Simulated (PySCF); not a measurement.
# FGdO (Gd(O)(F)-): the cost of one run

The runs use PySCF 2.14.0; several levels, as the steps say, no spin–orbit coupling.

1 further run of the same task is left out (for a known fault of the program).

## (1) The system as given

3 atoms, charge -1, spin multiplicity 1.

Bond lengths: Gd1–O2 2.036 Å, Gd1–F3 2.225 Å. Angles: O2–Gd1–F3 120.1°.

Geometry (Å):

```tsv
atom	x (Å)	y (Å)	z (Å)
Gd1	0.0185	0.0000	-0.2943
O2	1.7820	0.0000	0.7227
F3	-1.9096	0.0000	0.8161
```

Formal oxidation states: Gd +2. Each metal's 8 4f electrons lie in its core potential, so multiplicities, spins and levels count the valence alone. For divalent La, Ce, Gd or Lu the extra electron is normally 5d or 6s, so this core forces an excited configuration. An earlier session relaxed this geometry at PBE0, Gd lcecp-0-SVP with ECP54, O def2-SVP, F def2-SVP (singlet, point group Cs).

At PBE0 on the finer grid: E = -204.686879 Eh, frontier levels not given, since the 4f levels lie in the core, Mulliken charge on Gd1 +0.26 e, largest force component 0.010 eV/Å. The gap is small, and the closed shell wasn't tested for a lower spin-broken solution. The highest filled level lies above zero; it isn't the detachment energy.

Levels to run: BP86; HF; PBE0, TZVP. Hardware: 2 threads of Arm Neoverse V2, shared host.

## (2) BP86

File run.py (the lines that set the calculation):

```python
mol = gto.M(atom='''
Gd     0.01854     0.00000    -0.29425
O      1.78202     0.00000     0.72267
F     -1.90964     0.00000     0.81609''',
    basis={'Gd': 'lcecp-0-SVP', 'O': 'def2-SVP', 'F': 'def2-SVP'},
    ecp={'Gd': 'lcecp-0-SVP'},
    charge=-1, spin=0)
mf = dft.RKS(mol, xc='B88,P86')
mf.grids.atom_grid = (75, 302)  # f atoms: unpruned, at least (60, 302)
mf = mf.density_fit()  # fitting sets: Gd AutoAux, O def2-universal-JKFIT, F def2-universal-JKFIT
mf.conv_tol = 1e-08; mf.max_cycle = 55
mf.kernel(dm0)  # dm0: the density of the relaxed state
```

Run with:

```console
OMP_NUM_THREADS=2 python run.py
```

**Question.** How long does this run take on 2 threads of Arm Neoverse V2, shared host?

About 1.9 s.
